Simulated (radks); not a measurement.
# Exchange and kinetic functionals tested on atomic densities: Hg⁵²⁺, Cd, H, B⁺, Cd⁺, B²⁺

An exercise on one series of results from a longer session: the logs are not shown, and one member is left open.

Program: radks (a radial shooting solver on a logarithmic mesh, Libxc functionals) version 1. Level of theory: non-relativistic Kohn-Sham, r2SCAN, spin-polarised, spherical densities, point nucleus; open shells are filled with parallel spins first. These are calculated values, not measurements, unless marked.

### Starting point

| Property | Result |
| --- | --- |
| species | Hg⁵²⁺ ([Ar] 3d10), Cd ([Kr] 4d10 5s2), H (1s1), B⁺ ([He] 2s2), Cd⁺ ([Kr] 4d10 5s1), B²⁺ ([He] 2s1) |

The first run:

Input:

```text
Z 80
configuration [Ar] 3d10
relativity non-relativistic
functional r2scan,r2scan
spin polarised
nucleus point
```

Steps of the session up to this table: Hg⁵²⁺, [Ar] 3d10.

One of the session's tables, all rows but one given; the rest of the session is left out.

It belongs to the step «Hg⁵²⁺, [Ar] 3d10». Sizes of the orbitals, from the radial functions (bohr):

```
level      <r>  outermost maximum (interpolated)  90 % within  nodes
   1s  0.01892                            0.0126       0.0336      0
   2s  0.07945                            0.0681        0.122      1
   2p  0.06713                            0.0528        0.108      0
   3s        ?                                 ?            ?      ?
   3p   0.1859                             0.173        0.275      1
   3d   0.1617                             0.135        0.248      0
```

**Question.** Estimate the row for 3s.

**Answer.** <r>: 0.1956; outermost maximum (interpolated): 0.184; 90 % within: 0.284; nodes: 2. In the column «<r>» it is the highest.
